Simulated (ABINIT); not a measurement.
Runs of ABINIT 10.8.3 (patched build) on MoN2. It takes space group P4/mbm (No. 127, tetragonal). The conventional cell has a = 4.348 Å, b = 4.348 Å, c = 2.767 Å, α = 90.00°, β = 90.00°, γ = 90.00°. Around Mo (site symmetry 4/m) lie 8 N at 2.24 Å. N (site symmetry m2m) has 1 N at 1.37 Å as nearest neighbours. Measurements of this composition are mostly on another form, of space group No. 160.

```tsv
level	potentials or basis	k mesh	cutoff (eV)	fine-grid cutoff	mesh quality	gap on the mesh (eV)	pressure (GPa)	largest force (eV/Å)
r2SCAN	JTH PAW PBE v2.0	6 × 6 × 10	844	1442.2 eV	not flagged	none	-4.7	0.06
PBEsol	PseudoDojo NC SR PBEsol v0.4.1 standard	6 × 6 × 10	1143	-	not flagged	none	-13.2	0.23
TB-mBJ	JTH PAW LDA v2.0	4 × 4 × 7	844	1442.2 eV	coarse	none	-	-
LDA	JTH PAW LDA v2.0	6 × 6 × 10	707	1306.15 eV	not flagged	none	-21.3	(b)
PBE	JTH PAW PBE v2.0	6 × 6 × 10	707	1306.15 eV	not flagged	none	-4.1	(a)
```

Alike in all rows: task band structure; no spin polarisation; cell as given; smearing fermi-dirac 0.05 eV.

Question: Fill in the values left out.

Answer: (a) 0.04; (b) 0.16.

Caveats: some runs use coarse meshes; the PAW data sets were made with another functional, which shifts forces and pressure a little (some runs); the constant c of TB-mBJ comes from the pseudo density here, which moves gaps by up to 0.3 eV between sets of potentials (some runs).

A k mesh can miss the band edges, and the runs leave out spin-orbit coupling on Mo.

A gap of «none» marks a metal or a gap under the smearing width.
